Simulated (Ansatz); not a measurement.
## LiMnSe2: equation of state with PBE

The system is LiMnSe2.

```xyz
4
Lattice="3.9934 0.0000 0.0000 -1.9967 3.4584 0.0000 0.0000 0.0000 6.5712" Properties=species:S:1:pos:R:3 pbc="T T T"
Se    1.9967    1.1528    3.2413
Se    0.0000    2.3056    6.5094
Mn    0.0000    2.3056    2.2450
Li    0.0000    0.0000    5.4061
```

The cell comes from a database or a generator and needn't be the stable form of this composition.

```yaml
Program: Ansatz 0.2.0
Task: equation of state
Functional: PBE
Potentials_or_basis: Ansatz PAW
Cutoff: 420 eV
Density_cutoff: 1680 eV
k_mesh: 8 × 8 × 4
Occupations: fermi-dirac, width 0.05 eV
Spin: collinear spin, ferromagnetic start
Starting_moments: "[0.0, 0.0, 4.0, 0.0] μB"
```

| Quantity | Value |
| --- | --- |
| Equilibrium volume | 22.56 Å³/atom |
| Bulk modulus at fixed shape and positions | 43 GPa |
| Pressure derivative of the bulk modulus | 4.4 |

Energy against volume, from the lowest point:
```
volume (Å³/atom)  energy (meV/atom)
          21.327               9.93
          21.781               3.74
          22.235               0.53
          22.688               0.00
          23.142               1.87
          23.596               5.89
          24.050              11.83
```

All runs of the series together: 2.8 min on 2 threads of Intel(R) Xeon(R) Processor @ 2.70GHz, with other jobs on the host.

Caveat: the cell was scaled at fixed shape and fractional positions, which overstates the stiffness of a crystal with free parameters, most of all of layers and chains.
